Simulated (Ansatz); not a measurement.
**C₂H₉InSi: a ladder of functionals and wavefunction methods**

An exercise on one series of results from a longer session: the logs are not shown, and one member is left open.

Program: Ansatz 0.2.0, Gaussian basis. Level of theory: functionals in def2-TZVPP, the program's frozen cores in correlated methods. These are calculated values, not measurements.

The runs, in order: PBE-D4, r2SCAN-D4, PBE0-D4, B3LYP-D4, ωB97X-V, ωB97M-V, B2PLYP; CCSD(T)/def2-TZVPP; MP2/def2-QZVPP; extrapolation to the limit.

### Structure used throughout

All runs share one geometry, relaxed beforehand with PBE0-D4 in a triple-zeta def2 set. In takes the def2 core potential; no spin-orbit term is included.

SMILES `[CH3][InH][CH2][SiH3]`, 13 atoms, charge 0, spin multiplicity 1.

Atoms are counted from 1 here; the program's logs count them from 0.

Bond lengths: C1–In2 2.153 Å, C1–H5 1.093 Å, C1–H6 1.091 Å, C1–H7 1.090 Å, In2–C3 2.169 Å, In2–H8 1.730 Å, C3–Si4 1.858 Å, C3–H9 1.093 Å, C3–H10 1.094 Å, Si4–H11 1.492 Å, Si4–H12 1.491 Å, Si4–H13 1.491 Å. Angles: In2–C1–H5 108.9°, In2–C1–H6 110.9°, In2–C1–H7 111.5°, H5–C1–H6 107.9°, H5–C1–H7 108.1°, H6–C1–H7 109.4°, C1–In2–C3 118.3°, C1–In2–H8 123.0°, C3–In2–H8 118.6°, In2–C3–Si4 112.4°, In2–C3–H9 108.9°, In2–C3–H10 108.0°, Si4–C3–H9 109.9°, Si4–C3–H10 109.0°, H9–C3–H10 108.5°, C3–Si4–H11 110.6°, C3–Si4–H12 110.3°, C3–Si4–H13 113.6° and more.

Set-up of the first run:

The input, in.yaml:

```yaml
crystal:
  periodic: [false, false, false]
  atoms:
    - {symbol: C, position_ang: [-0.995376, 2.106542, -0.889012]}
    - {symbol: In, position_ang: [-0.426262, 0.069186, -1.290655]}
    - {symbol: C, position_ang: [1.127471, -0.825692, -0.070344]}
    - {symbol: Si, position_ang: [0.488259, -1.412925, 1.572140]}
    - {symbol: H, position_ang: [-1.784910, 2.111674, -0.132735]}
    - {symbol: H, position_ang: [-0.151654, 2.675937, -0.496860]}
    - {symbol: H, position_ang: [-1.379911, 2.598009, -1.783070]}
    - {symbol: H, position_ang: [-1.168479, -0.892291, -2.523171]}
    - {symbol: H, position_ang: [1.569742, -1.661820, -0.618016]}
    - {symbol: H, position_ang: [1.902268, -0.071245, 0.097029]}
    - {symbol: H, position_ang: [-0.601238, -2.414258, 1.382925]}
    - {symbol: H, position_ang: [-0.091792, -0.272376, 2.338391]}
    - {symbol: H, position_ang: [1.532281, -2.045542, 2.428180]}
basis:
  gaussian: {orbitals: def2-TZVPP}
hamiltonian: {xc: pbe, dispersion: d4}
output: {forces: true, orbitals: {seedname: orbitals}}
```

The run is started by

```
$ ansatz run in.yaml --threads 4 --pin off --events-out ev --progress --plain --max-ram 10444MiB
```

Steps of the session up to this table: PBE-D4 (GGA); r2SCAN-D4 (meta-GGA); PBE0-D4 (hybrid); B3LYP-D4 (hybrid); ωB97X-V (range-separated); ωB97M-V (range-separated); B2PLYP (double hybrid); CCSD(T) in def2-TZVPP; MP2 in def2-QZVPP.

One table of the session follows, with a row left open; its other results are not shown here.

It belongs to the step «Atomisation energies». 

```
            method  atomisation energy (eV)
            PBE-D4                   42.790
         r2SCAN-D4                   42.843
           PBE0-D4                   42.628
          B3LYP-D4                   42.686
           ωB97X-V                   43.082
           ωB97M-V                   42.958
            B2PLYP                   42.241
     HF/def2-TZVPP                   32.381
    MP2/def2-TZVPP                   41.938
   CCSD/def2-TZVPP                   41.644
CCSD(T)/def2-TZVPP                   42.089
           MP2/CBS                   42.849
       CCSD(T)/CBS                        ?
```

Estimate the missing values for CCSD(T)/CBS.

**Answer.** atomisation energy (eV): 43.001. In the column «atomisation energy (eV)» it lies between ωB97M-V (42.958) and ωB97X-V (43.082).

Limits of these values: Free atoms (2 C, 1 In, 1 Si, 9 H) were run apart at each level; the atomisation energy is their sum less the molecule, without zero-point or spin-orbit terms.
